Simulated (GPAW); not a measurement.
The system is Zr3MoC.

```
CELL_PARAMETERS angstrom
4.94251 0.00000 0.00000
0.00000 4.94251 0.00000
0.00000 0.00000 4.94251
ATOMIC_POSITIONS crystal
Zr 0.50000 0.00000 0.00000
Zr 0.00000 0.50000 0.00000
Zr 0.00000 0.00000 0.50000
Mo 0.00000 0.00000 0.00000
C 0.50000 0.50000 0.50000
```

The cell was built by a generator and needn't be a form met in nature.

* Program: GPAW 26.7.0
* Task: relaxation of cell and atoms
* Functional: LDA
* Potentials or basis: the program's PAW data sets (release 1.2.1) made for this functional
* Cutoff: 800 eV
* Basis: pw
* k mesh: 5 × 5 × 5
* Occupations: fermi-dirac, width 0.05 eV
* Spin: no spin polarisation

At the start: pressure -5.4 GPa; volume 24.15 Å³/atom.

Question: How do energy, volume and symmetry change on relaxing?

Answer: Over 4 steps the energy falls by 29.2 meV/atom and the volume is 22.47 Å³/atom (-6.9 %); space group Pm-3m (No. 221, to 0.05 Å).

The path:
| step | energy change (eV) | largest force (eV/Å) | pressure (GPa) | volume (Å³) |
| --- | --- | --- | --- | --- |
| 1 | 0.0000 | 0.0000 | -5.37 | 120.74 |
| 2 | -0.0268 | 0.0000 | -4.91 | 119.90 |
| 3 | -0.1460 | 0.0000 | 0.24 | 112.03 |
| 4 | -0.1462 | 0.0000 | -0.01 | 112.36 |

Final structure:
```yaml
crystal:
  lattice:
    - [4.82545, 0.00000, 0.00000]
    - [0.00000, 4.82545, 0.00000]
    - [0.00000, 0.00000, 4.82545]
  atoms:
    - { symbol: Zr, position: [0.50000, 0.00000, 0.00000] }
    - { symbol: Zr, position: [0.00000, 0.50000, 0.00000] }
    - { symbol: Zr, position: [0.00000, 0.00000, 0.50000] }
    - { symbol: Mo, position: [0.00000, 0.00000, 0.00000] }
    - { symbol: C, position: [0.50000, 0.50000, 0.50000] }
```

Caveat: later steps reuse the first step's grids.
